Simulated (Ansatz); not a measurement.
**C₂H₅NSSi: one species, many methods**

How much do the methods differ for C₂H₅NSSi? The plan is to run it at one geometry with functionals of several rungs and with coupled cluster, and see how far each lands from CCSD(T) at the basis-set limit for the atomisation energy.

The runs use Ansatz 0.2.0, Gaussian basis; functionals in def2-TZVPP, the program's frozen cores in correlated methods.

Plan: PBE-D4, r2SCAN-D4, PBE0-D4, B3LYP-D4, ωB97X-V, ωB97M-V, B2PLYP; CCSD(T)/def2-TZVPP; MP2/def2-QZVPP; extrapolation to the limit.

## Step 1: The geometry

An earlier PBE0-D4/def2-TZVP relaxation fixed the geometry.

SMILES `C1=N[SiH2]CS1`, 10 atoms, charge 0, spin multiplicity 1.

Atoms are counted from 1 here; the program's logs count them from 0.

Bond lengths: C1–N2 1.263 Å, C1–S5 1.769 Å, C1–H6 1.094 Å, N2–Si3 1.743 Å, Si3–C4 1.905 Å, Si3–H7 1.485 Å, Si3–H8 1.485 Å, C4–S5 1.805 Å, C4–H9 1.091 Å, C4–H10 1.091 Å. Angles: N2–C1–S5 124.9°, N2–C1–H6 122.7°, S5–C1–H6 112.3°, C1–N2–Si3 112.4°, N2–Si3–C4 100.8°, N2–Si3–H7 111.3°, N2–Si3–H8 111.3°, C4–Si3–H7 112.2°, C4–Si3–H8 112.2°, H7–Si3–H8 109.0°, Si3–C4–S5 105.0°, Si3–C4–H9 112.4°, Si3–C4–H10 112.4°, S5–C4–H9 109.1°, S5–C4–H10 109.1°, H9–C4–H10 108.7°, C1–S5–C4 96.9°.

## Step 2: PBE-D4 (GGA)

in.yaml reads:

```yaml
crystal:
  periodic: [false, false, false]
  atoms:
    - {symbol: C, position_ang: [-1.332235, 0.831014, 0.634335]}
    - {symbol: N, position_ang: [-1.137099, -0.352083, 1.029868]}
    - {symbol: Si, position_ang: [0.268324, -1.075082, 0.294134]}
    - {symbol: C, position_ang: [0.864430, 0.354475, -0.814843]}
    - {symbol: S, position_ang: [-0.316768, 1.689905, -0.531783]}
    - {symbol: H, position_ang: [-2.167571, 1.442811, 0.987695]}
    - {symbol: H, position_ang: [1.277836, -1.451556, 1.315719]}
    - {symbol: H, position_ang: [-0.095332, -2.281045, -0.491946]}
    - {symbol: H, position_ang: [1.863703, 0.699543, -0.547161]}
    - {symbol: H, position_ang: [0.857712, 0.090816, -1.873018]}
basis:
  gaussian: {orbitals: def2-TZVPP}
hamiltonian: {xc: pbe, dispersion: d4}
output: {forces: true, orbitals: {seedname: orbitals}}
```

Started as:

```bash
$ ansatz run in.yaml --threads 4 --pin off --events-out ev --progress --plain --max-ram 10444MiB
```

The runs that follow: r2SCAN-D4 (meta-GGA); PBE0-D4 (hybrid); B3LYP-D4 (hybrid); ωB97X-V (range-separated); ωB97M-V (range-separated); B2PLYP (double hybrid); CCSD(T) in def2-TZVPP; MP2 in def2-QZVPP.

**Question.** What will the summary of the whole plan be? Wanted: atomisation energy, CCSD(T)/CBS; farthest; mean size of error, hybrid; mean size of error, range-separated; gap, smallest and largest; T1 diagnostic; triples share of the correlation energy.

**Answer**, as computed:

| quantity | value |
| --- | --- |
| atomisation energy, CCSD(T)/CBS | 3774.2 kJ/mol |
| functionals within 18.9 kJ/mol (0.5 %) | B3LYP-D4 |
| farthest | PBE-D4 (+118.5 kJ/mol) |
| mean size of error, hybrid | 21.6 kJ/mol |
| mean size of error, range-separated | 28.9 kJ/mol |
| gap, smallest and largest | 4.17 eV (PBE-D4), 10.81 eV (ωB97X-V) |
| T1 diagnostic | 0.0154 |
| triples share of the correlation energy | 4.8 % |

**Reading.** PBE-D4 is off by +118.5 kJ/mol, about 11.8 kJ/mol a bond. Double hybrids carry the basis error of their MP2 part in triple zeta, and no dispersion term here, so their miss is partly the set-up's. Misses under about 18.9 kJ/mol are within the doubt on the reference itself, which lacks core-valence correlation, relativity and higher excitations. Hartree-Fock recovers 70 % of the binding; the rest is correlation. The gap grows from 4.2 to 10.8 eV across the functionals, mostly with the share of exact exchange.
